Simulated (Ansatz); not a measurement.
**ZrSiH₃ (doublet): the correlation ladder at a displaced geometry (v1), def2-SVP**

One table from this session's results is given with a row withheld; the runs are named, their logs left out.

Program: Ansatz 0.2.0, Gaussian basis. Level of theory: def2-SVP, core rule «outside noble gas», up to 9 orbitals frozen. These are calculated values, not measurements.

Plan: UHF; CCSD(T) on ROHF; CCSD(T) on UHF; CISD; CCSDT(Q) on UHF; CASSCF and NEVPT2, 9 electrons in 9 orbitals.

23 further runs of the same task are left out: 9 that didn't finish, 14 set aside as unsound or not needed.

## The geometry

The geometry is a PBE0/def2-TZVP stationary point (not a proven minimum) with its atoms shifted at random (size 0.040 Å). No spin-orbit coupling is included. Elements past krypton take def2 core potentials.

5 atoms, charge 0, spin multiplicity 2.

Atoms are counted from 1 here; the program's logs count them from 0.

Bond lengths: Zr1–Si2 2.707 Å, Si2–H3 1.473 Å, Si2–H4 1.479 Å, Si2–H5 1.480 Å. Angles: Zr1–Si2–H3 110.7°, Zr1–Si2–H4 115.9°, Zr1–Si2–H5 118.8°, H3–Si2–H4 100.5°, H3–Si2–H5 102.0°, H4–Si2–H5 106.7°.

Geometry (Å):

```csv
atom,x (Å),y (Å),z (Å)
Zr1,0.00130,0.00354,0.70396
Si2,0.00413,-0.01260,-2.00336
H3,-1.37180,0.04671,-2.52503
H4,0.59086,1.17817,-2.65659
H5,0.54848,-1.19420,-2.70808
```

The first run:

Input file in.yaml:

```yaml
crystal:
  periodic: [false, false, false]
  atoms:
    - {symbol: Zr, position_ang: [0.001297, 0.003541, 0.703957]}
    - {symbol: Si, position_ang: [0.004131, -0.012602, -2.003363]}
    - {symbol: H, position_ang: [-1.371800, 0.046708, -2.525035]}
    - {symbol: H, position_ang: [0.590860, 1.178166, -2.656589]}
    - {symbol: H, position_ang: [0.548475, -1.194200, -2.708078]}
basis:
  gaussian: {orbitals: def2-SVP}
magnetization: {spin_polarized: true, initial_magnetization: 1}
hamiltonian: {xc: hf}
output: {orbitals: {seedname: orbitals}}
```

Command:

```bash
ansatz run in.yaml --threads 1 --pin off --events-out ev --progress --plain --max-ram 2393MiB
```

Among the steps run: UHF; CCSD(T) on ROHF; CCSD(T) on UHF; CISD; CCSDT(Q) on UHF; CASSCF and NEVPT2, 9 electrons in 9 orbitals.

One of the session's tables, all rows but one given; the rest of the session is left out.

| method | from UCCSDT(Q) (meV) |
| --- | --- |
| ROHF | +5925.2 |
| UHF | +5434.2 |
| RMP2 | +1556.6 |
| UMP2 | +1396.5 |
| CISD | +985.9 |
| RCCSD | +378.7 |
| UCCSD | +281.6 |
| RCCSD(T) | +185.8 |
| UCCSD(T) | +99.9 |
| UCCSDT | ? |
| UCCSDT(Q) | 0 |

Q: Estimate the row for UCCSDT from the others.

As computed: from UCCSDT(Q) (meV): +17.7. In the column «from UCCSDT(Q) (meV)» it lies between UCCSDT(Q) (0) and UCCSD(T) (+99.9).

Left out of the table: CASSCF frontier, NEVPT2 frontier (the active space lost an orbital or holds another state than full CI finds).

The program flags UCCSD(T), UCCSDT(Q) as in doubt (see the logs), so the zero of the table is itself unsure.

Limits of these values: The determinant is far from a pure spin state, so its energy mixes those of several spin states (harmless only where they are near-degenerate, as at dissociation). The program flags UCCSD(T), UCCSDT(Q) as in doubt, so the zero of the table is itself unsure. Warnings: spin contamination; large T1 diagnostic. Restricted and unrestricted rows rest on different reference determinants; where their highest levels disagree by more than a few hundredths of an eV, they describe different states and don't form one ladder. Warnings in the runs' records: passed over end.
